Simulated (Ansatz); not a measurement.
# C2H7FOSi: up Jacob's ladder to CCSD(T)

An exercise on one series of results from a longer session: the logs are not shown, and one member is left open.

Program: Ansatz 0.2.0, Gaussian basis. Level of theory: functionals in def2-TZVPP, the program's frozen cores in correlated methods. These are calculated values, not measurements.

The runs, in order: PBE-D4, r2SCAN-D4, PBE0-D4, B3LYP-D4, ωB97X-V, ωB97M-V, B2PLYP; CCSD(T)/def2-TZVPP; MP2/def2-QZVPP; extrapolation to the limit.

## The relaxed structure

All runs share one geometry, relaxed beforehand with PBE0-D4 in a triple-zeta def2 set.

SMILES `COC[SiH2]F`, 12 atoms, charge 0, spin multiplicity 1.

Atoms are counted from 1 here; the program's logs count them from 0.

Bond lengths: C1–O2 1.402 Å, C1–H6 1.098 Å, C1–H7 1.099 Å, C1–H8 1.090 Å, O2–C3 1.413 Å, C3–Si4 1.884 Å, C3–H9 1.102 Å, C3–H10 1.096 Å, Si4–F5 1.601 Å, Si4–H11 1.484 Å, Si4–H12 1.486 Å. Angles: O2–C1–H6 112.3°, O2–C1–H7 111.2°, O2–C1–H8 107.3°, H6–C1–H7 108.3°, H6–C1–H8 108.7°, H7–C1–H8 109.0°, C1–O2–C3 113.0°, O2–C3–Si4 114.3°, O2–C3–H9 111.2°, O2–C3–H10 106.9°, Si4–C3–H9 110.2°, Si4–C3–H10 107.6°, H9–C3–H10 106.2°, C3–Si4–F5 109.1°, C3–Si4–H11 112.9°, C3–Si4–H12 109.3°, F5–Si4–H11 107.2°, F5–Si4–H12 107.9° and more.

The first run:

Input file in.yaml:

```yaml
crystal:
  periodic: [false, false, false]
  atoms:
    - {symbol: C, position_ang: [-1.135873, -0.546127, 1.265837]}
    - {symbol: O, position_ang: [-0.211879, 0.501629, 1.151681]}
    - {symbol: C, position_ang: [0.871700, 0.193096, 0.298501]}
    - {symbol: Si, position_ang: [0.516487, 0.453820, -1.532946]}
    - {symbol: F, position_ang: [0.321694, 2.018522, -1.810124]}
    - {symbol: H, position_ang: [-1.582645, -0.813817, 0.299124]}
    - {symbol: H, position_ang: [-0.667188, -1.445294, 1.690701]}
    - {symbol: H, position_ang: [-1.927102, -0.208578, 1.935232]}
    - {symbol: H, position_ang: [1.238041, -0.831888, 0.473310]}
    - {symbol: H, position_ang: [1.694473, 0.862344, 0.575118]}
    - {symbol: H, position_ang: [-0.722303, -0.228104, -1.982677]}
    - {symbol: H, position_ang: [1.681494, -0.010801, -2.329656]}
basis:
  gaussian: {orbitals: def2-TZVPP}
hamiltonian: {xc: pbe, dispersion: d4}
output: {forces: true, orbitals: {seedname: orbitals}}
```

Started as:

```sh
ansatz run in.yaml --threads 4 --pin off --events-out ev --progress --plain --max-ram 10444MiB
```

Steps of the session up to this table: PBE-D4 (GGA); r2SCAN-D4 (meta-GGA); PBE0-D4 (hybrid); B3LYP-D4 (hybrid); ωB97X-V (range-separated); ωB97M-V (range-separated); B2PLYP (double hybrid); CCSD(T) in def2-TZVPP; MP2 in def2-QZVPP.

One of the session's tables, all rows but one given; the rest of the session is left out.

| method | atomisation energy (kJ/mol) |
| --- | --- |
| PBE-D4 | 4496.3 |
| r2SCAN-D4 | 4440.3 |
| PBE0-D4 | 4420.3 |
| B3LYP-D4 | 4432.2 |
| ωB97X-V | 4451.0 |
| ωB97M-V | 4447.2 |
| B2PLYP | 4390.7 |
| HF/def2-TZVPP | 3265.6 |
| MP2/def2-TZVPP | 4396.8 |
| CCSD/def2-TZVPP | 4275.8 |
| CCSD(T)/def2-TZVPP | 4332.3 |
| MP2/CBS | ? |
| CCSD(T)/CBS | 4445.9 |

Q: Estimate the row for MP2/CBS from the others.

As computed: atomisation energy (kJ/mol): 4510.4. In the column «atomisation energy (kJ/mol)» it is the highest.
